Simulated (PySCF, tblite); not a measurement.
# C₁₇H₁₂S: electronic excitations, NMR shifts, part 2 of 2

tblite 0.8.0 and PySCF 2.14.0. Atoms count from 0.

## (4) NMR shifts: GIAO PBE0/pcSseg-1

Job settings and geometry (Å):

```
{"job": {"kind": "nmr", "xc": "PBE0", "basis": "pcSseg-1", "pop": false}, "charge": 0, "multiplicity": 1}
C      4.752537     2.079708    -0.247038
S      5.032084     0.343655     0.206274
C      3.412311    -0.358853     0.198024
C      3.343929    -1.745118     0.300586
C      2.124975    -2.406840     0.289452
C      0.966200    -1.664768     0.162706
C      1.040310    -0.248842     0.076581
C      2.247897     0.407664     0.100984
C     -0.324627     0.224990    -0.046403
C     -1.078166     1.339238    -0.173566
C     -2.474531     0.926486    -0.259756
C     -3.624566     1.673716    -0.407661
C     -4.848718     1.011640    -0.460569
C     -4.916831    -0.366853    -0.367257
C     -3.762752    -1.134799    -0.224613
C     -2.547266    -0.490174    -0.173265
C     -1.184491    -0.960905    -0.039445
C     -0.427687    -2.075246     0.086661
H      5.738810     2.502902    -0.411054
H      4.171867     2.128435    -1.163706
H      4.256624     2.604071     0.565322
H      4.264258    -2.303234     0.379862
H      2.093067    -3.483423     0.371638
H      2.279536     1.483934     0.047747
H     -0.753611     2.364421    -0.203994
H     -3.581791     2.750271    -0.485262
H     -5.757756     1.584761    -0.572611
H     -5.877904    -0.858535    -0.408771
H     -3.820904    -2.211278    -0.155196
H     -0.753617    -3.099888     0.119452
```

With the program's defaults for keys left out, this is: GIAO PBE0/pcSseg-1 NMR shielding, non-relativistic, gas phase.

What it wrote:

```text
start: PBE on a coarse grid of 26196 points
cycle   1  E = -1051.8090768877  dE =  3.004e+00  |g| = 7.226e-01  |ddm| = 6.620e+00
cycle   2  E = -1051.6664511395  dE =  1.426e-01  |g| = 1.015e+00  |ddm| = 2.447e+00
cycle   3  E = -1051.9371197160  dE = -2.707e-01  |g| = 2.764e-01  |ddm| = 1.763e+00
cycle   4  E = -1051.9578911321  dE = -2.077e-02  |g| = 1.022e-01  |ddm| = 4.768e-01
cycle   5  E = -1051.9602083185  dE = -2.317e-03  |g| = 5.078e-02  |ddm| = 1.728e-01
cycle   6  E = -1051.9609278848  dE = -7.196e-04  |g| = 1.327e-02  |ddm| = 7.298e-02
cycle   7  E = -1051.9609595730  dE = -3.169e-05  |g| = 8.748e-03  |ddm| = 2.485e-02
final grid: 240961 points
cycle   8  E = -1052.1874664966  dE = -1.062e-02  |g| = 5.389e-02  |ddm| = 6.773e-01
cycle   9  E = -1052.1870299261  dE =  4.366e-04  |g| = 6.639e-02  |ddm| = 1.409e-01
cycle  10  E = -1052.1881645068  dE = -1.135e-03  |g| = 2.028e-02  |ddm| = 1.054e-01
cycle  11  E = -1052.1882770644  dE = -1.126e-04  |g| = 5.455e-03  |ddm| = 2.677e-02
cycle  12  E = -1052.1882835233  dE = -6.459e-06  |g| = 1.667e-03  |ddm| = 8.819e-03
cycle  13  E = -1052.1882849209  dE = -1.398e-06  |g| = 7.432e-04  |ddm| = 2.770e-03
cycle  14  E = -1052.1882819145  dE =  3.006e-06  |g| = 2.906e-04  |ddm| = 1.322e-03
cycle  15  E = -1052.1882816055  dE =  3.090e-07  |g| = 1.208e-04  |ddm| = 5.441e-04
cycle  16  E = -1052.1882828857  dE = -1.280e-06  |g| = 5.467e-05  |ddm| = 3.183e-04
converged SCF energy = -1052.1882828857

GIAO shielding tensors (ppm)
atom      isotropic    diamagn.    paramagn.     s11        s22        s33       span
  0 C      167.982     251.287     -83.305    157.599    163.505    182.842     25.243
  1 S      484.362    1052.298    -567.936    338.283    403.889    710.916    372.634
  2 C       38.076     261.617    -223.541    -44.725     10.124    148.829    193.554
  3 C       57.674     250.067    -192.393    -40.027     52.361    160.687    200.714
  4 C       58.270     247.321    -189.051    -35.235     41.556    168.489    203.724
  5 C       35.759     260.193    -224.433    -34.896     18.532    123.643    158.539
  6 C       43.426     251.822    -208.397    -47.521     26.327    151.471    198.991
  7 C       66.502     250.504    -184.002    -25.384     49.755    175.134    200.517
  8 C       30.721     250.412    -219.691    -41.077     33.447     99.792    140.869
  9 C       51.189     251.045    -199.856    -28.836     42.119    140.284    169.120
 10 C       31.593     260.233    -228.640    -45.582     15.362    124.999    170.581
 11 C       57.754     243.910    -186.156    -37.339     41.074    169.526    206.865
 12 C       53.963     253.573    -199.611    -52.380     41.428    172.839    225.219
 13 C       53.366     254.184    -200.819    -53.451     40.875    172.673    226.124
 14 C       59.144     243.207    -184.062    -37.701     40.632    174.503    212.204
 15 C       44.845     253.649    -208.803    -45.925     25.800    154.661    200.586
 16 C       32.674     254.805    -222.131    -38.388     37.733     98.678    137.066
 17 C       50.284     250.650    -200.366    -28.924     39.634    140.142    169.066
 18 H       29.504      25.008       4.496     24.232     26.734     37.546     13.314
 19 H       29.432      31.558      -2.125     25.053     27.414     35.829     10.776
 20 H       29.128      31.041      -1.913     24.647     26.576     36.163     11.516
 21 H       25.010      30.074      -5.064     21.474     24.068     29.488      8.013
 22 H       24.939      31.346      -6.407     22.268     25.211     27.338      5.070
 23 H       25.099      38.673     -13.574     20.459     22.734     32.105     11.646
 24 H       25.380      35.848     -10.468     23.988     24.151     28.001      4.013
 25 H       24.817      31.229      -6.413     22.248     24.420     27.782      5.534
 26 H       24.818      26.283      -1.465     22.469     25.128     26.857      4.388
 27 H       24.819      26.383      -1.564     22.492     25.025     26.940      4.447
 28 H       24.629      32.354      -7.725     21.729     23.982     28.175      6.445
 29 H       25.450      34.924      -9.474     24.401     24.481     27.469      3.069
```

It took 64 s on 1 thread of Arm Neoverse V2, shared host; peak memory 0.78 GiB.

The references, computed at this level on geometries of the same kind, shield at (ppm): $^{1}$H TMS 31.72, $^{13}$C TMS 186.9, $^{33}$S CS2 504. Their shielding less the atom's gives the shift. The references are single molecules in the gas phase. Atoms listed in one row are averaged.

| atoms | environment | σ (ppm) | δ (ppm) | δ scaled to CDCl3 |
| --- | --- | --- | --- | --- |
| C8 | fully substituted alkene carbon | 30.7 | 156.2 | 150.5 |
| C10 | substituted aromatic carbon | 31.6 | 155.3 | 149.7 |
| C16 | fully substituted alkene carbon | 32.7 | 154.3 | 148.6 |
| C5 | substituted aromatic carbon | 35.8 | 151.2 | 145.6 |
| C2 | aromatic carbon bearing sulfur | 38.1 | 148.8 | 139.0 |
| C6 | substituted aromatic carbon | 43.4 | 143.5 | 138.1 |
| C15 | substituted aromatic carbon | 44.8 | 142.1 | 136.8 |
| C17 | alkene CH | 50.3 | 136.6 | 131.4 |
| C9 | alkene CH | 51.2 | 135.7 | 130.6 |
| C13 | aromatic CH | 53.4 | 133.6 | 128.4 |
| C12 | aromatic CH | 54.0 | 133.0 | 127.9 |
| C3 | aromatic CH | 57.7 | 129.3 | 124.2 |
| C11 | aromatic CH | 57.8 | 129.2 | 124.2 |
| C4 | aromatic CH | 58.3 | 128.7 | 123.7 |
| C14 | aromatic CH | 59.1 | 127.8 | 122.8 |
| C7 | aromatic CH | 66.5 | 120.4 | 115.6 |
| C0 | methyl carbon bonded to S | 168.0 | 18.9 | 12.2 |
| H28 | hydrogen on an aromatic CH | 24.63 | 7.09 | 6.79 |
| H25 | hydrogen on an aromatic CH | 24.82 | 6.90 | 6.61 |
| H26 | hydrogen on an aromatic CH | 24.82 | 6.90 | 6.61 |
| H27 | hydrogen on an aromatic CH | 24.82 | 6.90 | 6.61 |
| H22 | hydrogen on an aromatic CH | 24.94 | 6.78 | 6.50 |
| H21 | hydrogen on an aromatic CH | 25.01 | 6.71 | 6.43 |
| H23 | hydrogen on an aromatic CH | 25.10 | 6.62 | 6.34 |
| H24 | hydrogen on an alkene CH | 25.38 | 6.34 | 6.08 |
| H29 | hydrogen on an alkene CH | 25.45 | 6.27 | 6.01 |
| H18, H19, H20 | hydrogen on a methyl carbon bonded to S | 29.35 | 2.36 | 2.33 |
| S1 | sulfide sulfur | 484 | 19 | – |

The scaled column applies a straight-line fit of computed shieldings to shifts measured in CDCl3, with any fitted terms for Cl, Br or S neighbours (root-mean-square error 0.16 ppm for H, 1.9 ppm for C).

Ring of atoms C2, C3, C4, C5, C6, C7: NICS(0) -2.1, NICS(1) -5.5, NICS(1)zz -9.9 ppm (means of both faces).

Ring of atoms C5, C6, C8, C16, C17: NICS(0) 13.4, NICS(1) 6.8, NICS(1)zz 29.6 ppm (means of both faces).

Ring of atoms C8, C9, C10, C15, C16: NICS(0) 12.3, NICS(1) 5.9, NICS(1)zz 26.7 ppm (means of both faces).

## (5) What came out

What follows sums up all 2 parts.

```
                                                                   quantity                                                                                                          value
                                        lowest singlet (CAM-B3LYP/def2-SVP)                                                                                    2.48 eV (501 nm), f = 0.018
                                   brightest single state of those computed                                                                                    state 6, 5.23 eV, f = 0.771
                                                             lowest triplet                                                                                                        1.76 eV
                                      surface potential, 1st and 99th percentile                                                                                             -0.85 V and 0.99 V
                                $^{13}$C shifts against TMS (PBE0/pcSseg-1)  156.2, 155.3, 154.3, 151.2, 148.8, 143.5, 142.1, 136.6, 135.7, 133.6, 133.0, 129.3, 129.2, 128.7 ppm and more
$^{1}$H shifts against TMS (PBE0/pcSseg-1, means over atoms taken as alike)                                                 7.09, 6.90, 6.90, 6.90, 6.78, 6.71, 6.62, 6.34, 6.27, 2.36 ppm
                                $^{33}$S shifts against CS2 (PBE0/pcSseg-1)                                                                                                         19 ppm
```

**Reading.** The lowest singlet, at 2.48 eV, is HOMO→LUMO 0.84, HOMO−1→LUMO 0.11 and is weak; of the 6 states computed, the strongest absorption comes from state 6 at 5.23 eV (the last computed, so partners may be missing). State 1 absorbs in the visible (501 nm). The lowest triplet lies 0.72 eV below the lowest singlet. At CAM-B3LYP/def2-SVP, counted by nearest atom on the grid, the HOMO lies on S1 22 %; C5, C16 about 12 % each, the LUMO on C9, C17 about 15 % each; C6, C8, C16 about 7 % each. At PBE0/pcSseg-1: The widest tensor belongs to S1: span 373 ppm, with a paramagnetic part of -568 ppm. NICS(1)zz of 30 ppm above the planar ring from C5 marks a paratropic (antiaromatic) ring current. NICS(1)zz of 27 ppm above the planar ring from C8 marks a paratropic (antiaromatic) ring current.
